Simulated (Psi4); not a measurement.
**SnNH2Cl (SMILES [NH2][Sn][Cl]): a chain of runs**

Aim: a series of 10 runs (PBE-D4/def2-SVP, PBE0-D4/def2-TZVP, PBE-D4/def2-TZVPP, r2SCAN-D4/def2-TZVPP, B3LYP-D4/def2-TZVPP, PBE0-D4/def2-TZVPP, wB97M-V/def2-TZVPP, CCSD(T)/def2-TZVPP, and more) of SnNH2Cl. 

The results are computed with Psi4 1.11.

**1. Starting point**

SnNH2Cl: 5 atoms, total charge 0, spin state singlet. SMILES: `[NH2][Sn][Cl]`. Geometry: a GFN2-xTB, rattled relaxation, a rough one for these elements and not checked as a minimum. This is one conformer, not always the lowest. The run starts from this shape.

Bond lengths: N1–Sn2 2.045 Å, Sn2–Cl3 2.299 Å, N1–H4 1.030 Å, N1–H5 0.948 Å. Angles: N1–Sn2–Cl3 97.1°, Sn2–N1–H4 125.9°, Sn2–N1–H5 126.5°, H4–N1–H5 107.4°.

**2. A geometry optimisation at PBE-D4/def2-SVP (density fitting, core potential) (run 1)**

The input, calc.dat:

```
memory 3300 mb

molecule geom {
  0 1
  N     -0.565385     0.438803    -0.340660
  Sn    -0.232703    -0.958921     1.114729
  Cl     2.020384    -1.226815     0.741832
  H      0.147084     0.837453    -0.969158
  H     -1.382063     0.886517    -0.517256
  symmetry c1
}

set basis def2-SVP
set reference rks
set scf_type df
set geom_maxiter 60
set max_force_g_convergence 0.0005

optimize("pbe-d4")
```

On the command line:

```bash
$ psi4 -i calc.dat -o calc.out -n 2
```

calc.out:

```text
[...]
    !!!  WARNING: ECP capability is in beta. Please check occupations closely.  !!!
[...]
  Running in c1 symmetry.
[...]
  Nuclear repulsion =  166.433608880140042
[...]
  Multiplicity = 1
[...]
  Nalpha       = 24
  Nbeta        = 24
[...]
    Number of basis functions: 68
[...]
   @DF-RKS iter   1:  -729.61494185709262   -9.48354e-01   1.45671e-02 DIIS/ADIIS
[...]
    !!!  WARNING: ECP capability is in beta. Please check occupations closely.  !!!
[...]
   @DF-RKS iter   8:  -730.08346395887054   -1.81899e-12   2.64364e-09 DIIS
[...]
  @DF-RKS Final Energy:  -730.08346395887054
   => Energetics <=
    Nuclear Repulsion Energy =            161.6380505354723880
    One-Electron Energy =               -1410.4501340646304470
    Two-Electron Energy =                 572.4353974622906662
    DFT Exchange-Correlation Energy =     -53.7025275542909384
    Empirical Dispersion Energy =          -0.0042503377121283
    VV10 Nonlocal Energy =                  0.0000000000000000
    Total Energy =                       -730.0834639588705386
[...]
  -Total Gradient:
     Atom            X                  Y                   Z
    ------   -----------------  -----------------  -----------------
       1        0.000314206207     0.000023077012    -0.000169748887
       2       -0.000060039672     0.000094939930    -0.000063180996
       3        0.000081947435     0.000048233092    -0.000089998060
       4       -0.000058231516     0.000048000186    -0.000000028513
       5       -0.000040567432    -0.000190395666     0.000223331737
[...]
```

The script printed:

```text
Optimizer: Optimization complete!
```

Run time: 3.7 min. Hardware: 2 threads of Intel Xeon at 2.50GHz (Skylake/Cascade Lake), shared host; peak memory 0.51 GiB.

Steps, from the record of the run:

```
step  energy from the first frame kept (eV)  largest force (eV/Å)
   0                                 0.0000                4.3096
   1                                -0.2767                0.2462
   2                                -0.2829                0.0959
   3                                -0.2842                0.0368
   4                                -0.2845                0.0336
   5                                -0.2847                0.0184
```

After the run. Bond lengths: N1–Sn2 2.048 Å, Sn2–Cl3 2.429 Å, N1–H4 1.026 Å, N1–H5 1.025 Å. Angles: N1–Sn2–Cl3 92.6°, Sn2–N1–H4 122.8°, Sn2–N1–H5 125.3°, H4–N1–H5 111.9°.

**3. A geometry optimisation at PBE0-D4/def2-TZVP (density fitting, core potential) (run 2)**

The input, calc.in:

```
memory 3300 MB

molecule molecule1 {
  0 1
  N     -0.512675     0.439700    -0.331687
  Sn    -0.264902    -0.966652     1.135897
  Cl     2.106890    -1.199050     0.665749
  H      0.258676     0.766852    -0.923308
  H     -1.396822     0.901103    -0.566251
  units angstrom
  symmetry c1
}

set {
  scf_type                df
  geom_maxiter            50
  max_force_g_convergence 0.0002
}

opt('pbe0-d4/def2-TZVP')
```

On the command line:

```bash
$ psi4 calc.in calc.out -n 2
```

calc.out:

```text
[...]
    !!!  WARNING: ECP capability is in beta. Please check occupations closely.  !!!
[...]
  Running in c1 symmetry.
[...]
  Nuclear repulsion =  161.638056248486464
[...]
  Multiplicity = 1
[...]
  Nalpha       = 24
  Nbeta        = 24
[...]
    Number of basis functions: 130
[...]
 WARNING: Atomic UHF is not converging! Try casting from a smaller basis or call Rob at CCMST.
   -------------------------
[...]
   @DF-RKS iter   1:  -729.87477609743132   -1.11577e+00   8.36557e-03 DIIS/ADIIS
[...]
    !!!  WARNING: ECP capability is in beta. Please check occupations closely.  !!!
[...]
   @DF-RKS iter   7:  -730.36670625448778   -1.25056e-12   1.53629e-09 DIIS
[...]
  @DF-RKS Final Energy:  -730.36670625448778
   => Energetics <=
    Nuclear Repulsion Energy =            164.6433024390616424
    One-Electron Energy =               -1416.7220049761967857
    Two-Electron Energy =                 562.5282479138033978
    DFT Exchange-Correlation Energy =     -40.8126336773048735
    Empirical Dispersion Energy =          -0.0036179538511244
    VV10 Nonlocal Energy =                  0.0000000000000000
    Total Energy =                       -730.3667062544877808
[...]
  -Total Gradient:
     Atom            X                  Y                   Z
    ------   -----------------  -----------------  -----------------
       1       -0.000139806600     0.000006265373     0.000035367660
       2        0.000148179829    -0.000021317652    -0.000021106896
       3        0.000069911645     0.000035032478    -0.000060374960
       4        0.000066784838    -0.000038018679     0.000022342393
       5        0.000050293339     0.000005099948    -0.000021684753
[...]
```

The script printed:

```text
Optimizer: Optimization complete!
```

Wall time 2.9 min (2 threads of Intel Xeon at 2.50GHz (Skylake/Cascade Lake), shared host); peak memory 0.78 GiB.

Step by step:

| step | energy from the first frame kept (eV) | largest force (eV/Å) |
| --- | --- | --- |
| 0 | 0.0000 | 0.9564 |
| 1 | -0.0370 | 0.3739 |
| 2 | -0.0406 | 0.0605 |
| 3 | -0.0407 | 0.0114 |
| 4 | -0.0407 | 0.0078 |

After the run. Bond lengths: N1–Sn2 2.004 Å, Sn2–Cl3 2.386 Å, N1–H4 1.009 Å, N1–H5 1.008 Å. Angles: N1–Sn2–Cl3 93.2°, Sn2–N1–H4 122.9°, Sn2–N1–H5 124.9°, H4–N1–H5 112.2°.

Runs 3 to 6 aren't shown in full; the table further down has their settings and results.

**4. Energy and one-electron properties at PBE0-D4/def2-TZVPP (density fitting, core potential) (run 7)**

The input, input.dat:

```
memory 3300 mb

molecule {
  0 1
  N     -0.502868     0.415436    -0.306525
  Sn    -0.256647    -0.962037     1.127964
  Cl     2.074237    -1.203296     0.680976
  H      0.253470     0.738811    -0.891690
  H     -1.376978     0.864578    -0.532032
  symmetry c1
}

set basis def2-TZVPP
set scf_type df
set dft_radial_points 99
set dft_spherical_points 590

e_tot, wfn = energy("pbe0-d4", return_wfn=True)
oeprop(wfn, "DIPOLE", "MULLIKEN_CHARGES", "LOWDIN_CHARGES", "WIBERG_LOWDIN_INDICES")
```

On the command line:

```bash
$ psi4 -n 2 input.dat output.dat
```

output.dat:

```text
[...]
    !!!  WARNING: ECP capability is in beta. Please check occupations closely.  !!!
[...]
  Running in c1 symmetry.
[...]
  Nuclear repulsion =  164.643340064542144
[...]
  Multiplicity = 1
[...]
  Nalpha       = 24
  Nbeta        = 24
[...]
    Number of basis functions: 151
[...]
 WARNING: Atomic UHF is not converging! Try casting from a smaller basis or call Rob at CCMST.
   -------------------------
[...]
   @DF-RKS iter   1:  -729.87612335500933   -1.08365e+00   7.26402e-03 ADIIS/DIIS
[...]
   @DF-RKS iter   9:  -730.36840491522560   -9.12747e-08   5.90822e-07 DIIS
[...]
  @DF-RKS Final Energy:  -730.36840491522560
   => Energetics <=
    Nuclear Repulsion Energy =            164.6433400645421443
    One-Electron Energy =               -1416.7233664151781340
    Two-Electron Energy =                 562.5280078138184763
    DFT Exchange-Correlation Energy =     -40.8127684243252489
    Empirical Dispersion Energy =          -0.0036179540828521
    VV10 Nonlocal Energy =                  0.0000000000000000
    Total Energy =                       -730.3684049152255966
[...]
 Multipole Moments:
 ------------------------------------------------------------------------------------
     Multipole            Electronic (a.u.)      Nuclear  (a.u.)        Total (a.u.)
 ------------------------------------------------------------------------------------
 L = 1.  Multiply by 2.5417464519 to convert [e a0] to [Debye]
 Dipole X            :        -30.5617213           29.3628632           -1.1988581
 Dipole Y            :         -9.1467901            9.4894263            0.3426362
 Dipole Z            :         19.3519153          -19.3615357           -0.0096204
 Magnitude           :                                                    1.2468973
[...]
```

Wall time 89 s (2 threads of Intel Xeon at 2.50GHz (Skylake/Cascade Lake), shared host); peak memory 1.2 GiB.

Atomic charges (e):

```
atom  Löwdin  Mulliken
  N1  -0.010    -0.597
 Sn2  +0.245    +0.683
 Cl3  -0.069    -0.438
  H4  -0.080    +0.184
  H5  -0.086    +0.167
```

Runs 8 to 9 aren't shown in full; the table further down has their settings and results.

**5. The energy at MP2/def2-QZVPP (density fitting, core potential, density fitting for correlation) (run 10)**

The input, clh2nsn.dat:

```
memory 3.3 GB

molecule geom {
  N
  Sn 1 R2
  Cl 2 R3 1 A3
  H 1 R4 2 A4 3 D4
  H 1 R5 4 A5 2 D5

  R2 = 2.00395
  R3 = 2.385587
  A3 = 93.17816
  R4 = 1.009473
  A4 = 122.89395
  D4 = -0.0033
  R5 = 1.008291
  A5 = 112.15988
  D5 = 179.99923
  units angstrom
  symmetry c1
}

set {
  basis def2-QZVPP
  reference rhf
  scf_type df
  num_frozen_docc 10
}

energy_value, wavefunction = energy("mp2", return_wfn=True)
```

On the command line:

```bash
$ psi4 -i clh2nsn.dat -o clh2nsn.out -n 2
```

clh2nsn.out:

```text
[...]
    !!!  WARNING: ECP capability is in beta. Please check occupations closely.  !!!
[...]
  Running in c1 symmetry.
[...]
  Nuclear repulsion =  164.643331909574812
[...]
  Multiplicity = 1
[...]
  Nalpha       = 24
  Nbeta        = 24
[...]
    Number of basis functions: 269
[...]
   @DF-RHF iter   1:  -728.36283101772062   -1.53659e+00   2.78017e-03 DIIS/ADIIS
[...]
   @DF-RHF iter  12:  -728.59908169338519   -3.27418e-11   6.00278e-09 DIIS
[...]
  @DF-RHF Final Energy:  -728.59908169338519
   => Energetics <=
    Nuclear Repulsion Energy =            164.6433319095748118
    One-Electron Energy =               -1416.1854557461219883
    Two-Electron Energy =                 522.9430421431620744
    Total Energy =                       -728.5990816933851875
[...]
 Multipole Moments:
 ------------------------------------------------------------------------------------
     Multipole            Electronic (a.u.)      Nuclear  (a.u.)        Total (a.u.)
 ------------------------------------------------------------------------------------
 L = 1.  Multiply by 2.5417464519 to convert [e a0] to [Debye]
 Dipole X            :         -0.0000086            0.0000187            0.0000101
 Dipole Y            :         33.5682761          -32.3373903            1.2308858
 Dipole Z            :         16.4708665          -16.7746656           -0.3037991
 Magnitude           :                                                    1.2678224
[...]
```

It took 42 s on 2 threads of Intel Xeon at 2.50GHz (Skylake/Cascade Lake), shared host; peak memory 0.7 GiB.

**6. The series**

```csv
run,level,geom maxiter,max force g convergence,task,energy (Eh),HOMO energy (eV),LUMO energy (eV),HOMO–LUMO gap (eV),wall time
1,"PBE-D4/def2-SVP (density fitting, core potential)",60,0.0005,optimise,-730.083464,-5.99,-2.62,3.36,3.7 min
2,"PBE0-D4/def2-TZVP (density fitting, core potential)",50,0.0002,optimise,-730.366706,-7.51,-2.08,5.43,2.9 min
3,PBE0-D4/def2-TZVP (density fitting),–,–,frequencies,timeout,–,–,–,13 min
4,"PBE-D4/def2-TZVPP (density fitting, core potential)",–,–,energy,-730.326180,-6.34,-2.74,3.60,72 s
5,r2SCAN-D4/def2-TZVPP (density fitting),–,–,energy,timeout,–,–,–,2 min
6,"B3LYP-D4/def2-TZVPP (density fitting, core potential)",–,–,energy,-730.675256,-7.35,-2.31,5.04,92 s
7,"PBE0-D4/def2-TZVPP (density fitting, core potential)",–,–,properties,-730.368405,-7.51,-2.09,5.43,89 s
8,wB97M-V/def2-TZVPP (density fitting),–,–,energy,timeout,–,–,–,2 min
9,"CCSD(T)/def2-TZVPP (density fitting, density fitting for correlation)",–,–,energy,timeout,–,–,–,7.9 min
10,"MP2/def2-QZVPP (density fitting, core potential, density fitting for correlation)",–,–,energy,-729.560803,-9.81,0.43,10.23,42 s
```

**7. Outcome**

```
                                                            quantity          value
                                run 10, MP2/def2-QZVPP: total energy  -729.56080 Eh
         run 10, MP2/def2-QZVPP: HOMO energy (Hartree–Fock orbitals)       -9.81 eV
         run 10, MP2/def2-QZVPP: LUMO energy (Hartree–Fock orbitals)        0.43 eV
       run 10, MP2/def2-QZVPP: HOMO–LUMO gap (Hartree–Fock orbitals)       10.23 eV
run 10, MP2/def2-QZVPP: correlation energy (10 core orbitals frozen)     -961.7 mEh
```

What this shows: Over runs 4, 6, 7 the dipole moment (its size) runs from 3.08 D (PBE-D4/def2-TZVPP) to 3.18 D (B3LYP-D4/def2-TZVPP). Over runs 4, 6, 7 the HOMO–LUMO gap runs from 3.60 eV (PBE-D4/def2-TZVPP) to 5.43 eV (PBE0-D4/def2-TZVPP). Totals of different functionals can't be ranked against each other. All runs together took 36 min, the longest 13 min. 4 of the 10 runs gave no usable result.
